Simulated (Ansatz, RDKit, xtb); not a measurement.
# C6H7O2P: ranking a sample of isomers

Which of a sample of isomers of C6H7O2P is the most stable in the gas at 298.15 K, and what are its properties? The sample is small against all isomers, and the most stable one of this formula need not be in it.

Plan: many cheap relaxations first (GFN2-xTB), then density-functional screening, relaxation at r2SCAN-D4/def2-SVP, vibrations (at GFN2-xTB) and a final energy. The numbers are computed, not measured.

## Step 1: Drawing up candidates

Isomers were taken from a list of plausible structures; this is a sample, not all of them. That gives 6 candidates.

```
label         SMILES     spin
 c287  COc1ccpc(O)c1  singlet
 c326  COc1cc(O)ccp1  singlet
 c676  COc1cpcc(O)c1  singlet
 c818  COc1cccc(O)p1  singlet
 c828  COc1ccc(O)pc1  singlet
 c830  COc1ccc(O)cp1  singlet
```

Candidates are built by distance geometry, with a force field where one applies, in up to four conformers (letters a to d).

**Question.** With final energies at CCSD(T)/def2-SVP + MP2/def2-TZVPP - MP2/def2-SVP, which structure will this search put lowest in free energy, and by what margin?

| quantity | value |
| --- | --- |
| lowest structure found | COc1cpcc(O)c1, singlet |
| next finalist | COc1cc(O)ccp1, singlet, 2.3 kcal/mol higher in G |
| share at equilibrium, among the finalists | 97.1 % |

`COc1cpcc(O)c1` comes out lowest. The margin, 2.3 kcal/mol, is modest. GFN2-xTB, r2SCAN-D4/def2-SVP, r2SCAN-D4/def2-SVP, relaxed, HF/def2-SVP and MP2/def2-SVP already put its bonding pattern lowest among the structures in one piece; HF/STO-3G favours the singlet COc1cc(O)ccp1. The search is not exhaustive (a finite list of starts, one conformer a finalist), so a lower isomer can't be ruled out. Only 6 drawn patterns were tried, so whole families of isomers are missing, and the result ranks this sample alone.
